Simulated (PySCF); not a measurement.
# C5H4Cl3F: the cost of one run

Programs: PySCF 2.14.0, with routines of our own; each step states its level. All values are computed. Atoms count from 0.

### 1 The starting structure

13 atoms, charge 0, multiplicity 1; geometry from: GFN2-xTB.

### 2 Magnetic properties: GIAO B3LYP/pcSseg-1

What the job is given:

```
{"job": {"kind": "mag", "xc": "B3LYP", "basis": "pcSseg-1", "isotopologues": 0}, "charge": 0, "multiplicity": 1}
C     -2.683672     0.277016    -0.116816
C     -1.557040    -0.307499     0.276075
F     -1.620775    -1.513665     0.881172
C     -0.220837     0.228206     0.121536
C      0.871715    -0.409743     0.541138
C      2.261620     0.086477     0.411143
Cl     2.996975     0.212141     2.040220
Cl     3.221426    -1.092855    -0.536858
Cl     2.392487     1.664014    -0.376188
H     -2.668097     1.235452    -0.598839
H     -3.636168    -0.195875     0.040011
H     -0.159677     1.191765    -0.360386
H      0.797652    -1.374949     1.024289
```

Method: GIAO B3LYP/pcSseg-1 magnetisability, rotational g tensor and spin-rotation constants, non-relativistic, gas phase.

The run is started by

```sh
> OMP_NUM_THREADS=1 python excited_run.py task.json out
```

The driver reads the jobs from task.json and runs them one after another.

**Question.** How long does this first job take on 1 thread of Arm Neoverse N1, shared host, and how much memory does it need?

About 66 s, with a peak of 0.87 GiB.
